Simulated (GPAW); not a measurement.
VCrB4:

```
CELL_PARAMETERS angstrom
2.99670 0.00000 0.00000
-1.49835 2.59522 0.00000
0.00000 0.00000 5.93490
ATOMIC_POSITIONS crystal
Cr 0.00000 0.00000 0.00000
V 0.00000 0.00000 0.50000
B 0.66667 0.33333 0.24684
B 0.66667 0.33333 0.75316
B 0.33333 0.66667 0.24684
B 0.33333 0.66667 0.75316
```

The cell comes from a database or a generator and needn't be the stable form of this composition.

Base run:

| Quantity | Value |
| --- | --- |
| Program | GPAW 26.7.0 |
| Functional | LDA |
| Potentials or basis | the program's PAW data sets (release 1.2.1) made for this functional |
| Cutoff | 800 eV |
| Basis | pw |
| k mesh | 7 × 7 × 3 |
| Occupations | fermi-dirac, width 0.05 eV |
| Spin | collinear spin, ferromagnetic start |
| Starting moments | [3.0, 2.0, 0.0, 0.0, 0.0, 0.0] μB |

Its results: pressure -13.8 GPa; net moment 0.54 μB per cell; site moments Cr +0.57; V -0.07; B +0.00 μB.

**Question.** The run is repeated on the same cell with these changes: functional from LDA to r2SCAN; potentials or basis from the program's PAW data sets (release 1.2.1) made for this functional to GPAW PAW data sets (gpaw-data 1.2.1). What comes out?

**Answer.** Pressure 4.9 GPa; net moment 1.97 μB per cell; site moments Cr +2.16; V -0.15; B -0.01 μB.

Caveats: a cell with one magnetic atom can't hold antiferromagnetic order, which such compounds often take; the PAW data sets were made with another functional, which shifts forces and pressure a little (some runs).

Not every run made on this cell is shown here.
